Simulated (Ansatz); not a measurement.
**InNH4: vertical ionisation energy**

One table from this session's results is given with a row withheld; the runs are named, their logs left out.

The runs use Ansatz 0.2.0, Gaussian basis; unrestricted cation, the program's frozen cores in correlated methods.

The runs, in order: UKS PBE-D4/def2-TZVPP; UKS r2SCAN-D4/def2-TZVPP; UKS PBE0-D4/def2-TZVPP; UKS B3LYP-D4/def2-TZVPP; UKS wB97X-V/def2-TZVPP; UKS wB97M-V/def2-TZVPP; UKS B2PLYP/def2-TZVPP; UHF-CCSD(T)/def2-TZVPP; UHF-MP2/def2-QZVPP; extrapolation to the limit; then −ε(HOMO) from the neutral's earlier runs with LDA (SPW92), PBE-D4, revPBE-D4, BLYP-D4, r2SCAN-D4, B97M-V, PBE0-D4, B3LYP-D4, r2SCANh-D4, r2SCAN0-D4, HSE06-D4, BHLYP-D4, CAM-B3LYP-D4, LC-ωPBE, ωB97X-V, ωB97M-V.

**Structure used throughout**

An earlier PBE0-D4 in a triple-zeta def2 set relaxation fixed the geometry. In takes the def2 core potential; no spin-orbit term is included.

6 atoms, charge 0, spin multiplicity 1.

Atoms are counted from 1 here; the program's logs count them from 0.

Bond lengths: N1–In2 2.007 Å, N1–H3 1.006 Å, N1–H4 1.006 Å, In2–H5 1.712 Å, In2–H6 1.712 Å. Angles: In2–N1–H3 124.3°, In2–N1–H4 124.3°, H3–N1–H4 111.3°, N1–In2–H5 115.0°, N1–In2–H6 115.0°, H5–In2–H6 130.0°.

As a file:

```xyz
6
H4InN
N    -0.0922   -1.0605    0.0366
In    0.0953    0.9359   -0.0483
H    -0.5980   -1.5529    0.7534
H     0.3119   -1.6973   -0.6293
H     1.0125    1.5205   -1.3707
H    -0.6874    1.7903    1.2121
```

Set-up of the first run:

Contents of in.yaml:

```yaml
crystal:
  periodic: [false, false, false]
  atoms:
    - {symbol: N, position_ang: [-0.092211, -1.060522, 0.036571]}
    - {symbol: In, position_ang: [0.095315, 0.935891, -0.048330]}
    - {symbol: H, position_ang: [-0.597960, -1.552944, 0.753429]}
    - {symbol: H, position_ang: [0.311923, -1.697255, -0.629314]}
    - {symbol: H, position_ang: [1.012470, 1.520480, -1.370668]}
    - {symbol: H, position_ang: [-0.687437, 1.790349, 1.212113]}
basis:
  gaussian: {orbitals: def2-TZVPP}
total_charge: 1
magnetization: {spin_polarized: true, initial_magnetization: 1}
hamiltonian: {xc: pbe, dispersion: d4}
```

Steps of the session up to this table: Cation, UKS PBE-D4/def2-TZVPP; Cation, UKS r2SCAN-D4/def2-TZVPP; Cation, UKS PBE0-D4/def2-TZVPP; Cation, UKS B3LYP-D4/def2-TZVPP; Cation, UKS wB97X-V/def2-TZVPP; Cation, UKS wB97M-V/def2-TZVPP; Cation, UKS B2PLYP (frozen core)/def2-TZVPP; Cation, UHF-CCSD(T)/def2-TZVPP; Cation, UHF-MP2/def2-QZVPP.

One table of the session follows, with a row left open; its other results are not shown here.

For comparison, −ε(HOMO) of the neutral from earlier runs:

```
  functional  −ε(HOMO) (eV)
 LDA (SPW92)           5.88
      PBE-D4           5.67
   revPBE-D4           5.59
     BLYP-D4           5.57
   r2SCAN-D4           5.89
      B97M-V           5.97
     PBE0-D4           6.94
    B3LYP-D4              ?
  r2SCANh-D4           6.38
  r2SCAN0-D4           7.12
    HSE06-D4           6.53
    BHLYP-D4           8.16
CAM-B3LYP-D4           8.37
     LC-ωPBE           9.77
     ωB97X-V           9.38
     ωB97M-V           9.30
```

Estimate the missing values for B3LYP-D4.

Worked estimate for «−ε(HOMO) (eV)». Against the share of exact exchange, BLYP-D4 (0, 5.57), BHLYP-D4 (0.5, 8.16) give a slope of 5.18 per unit share; at 0.2 the line stands at 6.61.

As computed: −ε(HOMO) (eV): 6.73. In «−ε(HOMO) (eV)» the line misses by -0.12.
